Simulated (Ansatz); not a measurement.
# B2GaH5Si: one species, many methods

An exercise on one series of results from a longer session: the logs are not shown, and one member is left open.

Method: functionals in def2-TZVPP, the program's frozen cores in correlated methods; program: Ansatz 0.2.0, Gaussian basis.

Plan: LDA (SPW92), PBE-D4, revPBE-D4, BLYP-D4, r2SCAN-D4, B97M-V, PBE0-D4, B3LYP-D4, r2SCANh-D4, r2SCAN0-D4, HSE06-D4, BHLYP-D4, CAM-B3LYP-D4, LC-ωPBE, ωB97X-V, ωB97M-V, B2PLYP, PBE-QIDH; CCSD(T)/def2-SVP; CCSD(T)/def2-TZVPP; MP2/def2-QZVPP; extrapolation to the limit; RPA on PBE.

## Structure used throughout

All runs share one geometry, relaxed beforehand with PBE0-D4 in a triple-zeta def2 set.

SMILES `[GaH2][B]1B[SiH2]1`, 9 atoms, charge 0, spin multiplicity 1.

Atoms are counted from 1 here; the program's logs count them from 0.

Bond lengths: Ga1–B2 2.041 Å, Ga1–H5 1.571 Å, Ga1–H6 1.572 Å, B2–B3 1.497 Å, B2–Si4 1.916 Å, B3–Si4 2.141 Å, B3–H7 1.181 Å, Si4–H8 1.489 Å, Si4–H9 1.487 Å. Angles: B2–Ga1–H5 119.8°, B2–Ga1–H6 121.0°, H5–Ga1–H6 119.2°, Ga1–B2–B3 163.7°, Ga1–B2–Si4 109.5°, B3–B2–Si4 76.6°, B2–B3–Si4 60.5°, B2–B3–H7 172.9°, Si4–B3–H7 114.3°, B2–Si4–B3 42.9°, B2–Si4–H8 134.1°, B2–Si4–H9 118.0°, B3–Si4–H8 94.1°, B3–Si4–H9 156.8°, H8–Si4–H9 107.4°.

The first run:

File in.yaml:

```yaml
crystal:
  periodic: [false, false, false]
  atoms:
    - {symbol: Ga, position_ang: [-0.927651, 1.436865, -1.098378]}
    - {symbol: B, position_ang: [0.526039, 0.105204, -0.569843]}
    - {symbol: B, position_ang: [1.784708, -0.517544, -0.050736]}
    - {symbol: Si, position_ang: [-0.078196, -0.945381, 0.913836]}
    - {symbol: H, position_ang: [-1.110276, 1.834878, -2.607160]}
    - {symbol: H, position_ang: [-1.903057, 2.039520, -0.023582]}
    - {symbol: H, position_ang: [2.701574, -1.132205, 0.369373]}
    - {symbol: H, position_ang: [0.434318, -2.163838, 1.598249]}
    - {symbol: H, position_ang: [-1.427458, -0.657500, 1.468241]}
basis:
  gaussian: {orbitals: def2-TZVPP}
hamiltonian: {xc: lda}
output: {orbitals: {seedname: orbitals}}
```

Launch:

```sh
> ansatz run in.yaml --threads 2 --pin off --events-out ev --progress --plain --max-ram 4352MiB
```

Among the steps run: LDA; PBE-D4 (GGA); revPBE-D4 (GGA); BLYP-D4 (GGA); r2SCAN-D4 (meta-GGA); B97M-V (meta-GGA); B3LYP-D4 (hybrid); r2SCANh-D4 (hybrid); r2SCAN0-D4 (hybrid); HSE06-D4 (hybrid); BHLYP-D4 (hybrid); CAM-B3LYP-D4 (range-separated); LC-ωPBE (range-separated); ωB97X-V (range-separated); ωB97M-V (range-separated); B2PLYP (double hybrid); PBE-QIDH (double hybrid).

One table of the session follows, with a row left open; its other results are not shown here.

It belongs to the step «Frontier levels by functional». 

```
  functional  HOMO (eV)  LUMO (eV)  gap (eV)
 LDA (SPW92)      -6.34      -3.25      3.09
      PBE-D4      -6.19      -3.05      3.14
   revPBE-D4      -6.13      -2.97      3.16
     BLYP-D4      -5.98      -2.86      3.11
   r2SCAN-D4      -6.36      -2.88      3.48
      B97M-V      -6.36      -2.87      3.48
     PBE0-D4      -7.04      -2.22      4.82
    B3LYP-D4      -6.82      -2.37      4.45
  r2SCANh-D4      -6.68      -2.58      4.10
  r2SCAN0-D4      -7.16      -2.14      5.02
    HSE06-D4      -6.66      -2.59      4.06
    BHLYP-D4      -7.67      -1.24      6.44
CAM-B3LYP-D4      -8.13      -1.13      7.00
     LC-ωPBE      -9.40      -0.14      9.26
     ωB97X-V          ?          ?         ?
     ωB97M-V      -8.99      -0.33      8.66
```

**Question.** Estimate the row for ωB97X-V.

**Answer.** HOMO (eV): -9.09; LUMO (eV): -0.17; gap (eV): 8.92. In the column «HOMO (eV)» it lies between LC-ωPBE (-9.40) and ωB97M-V (-8.99).
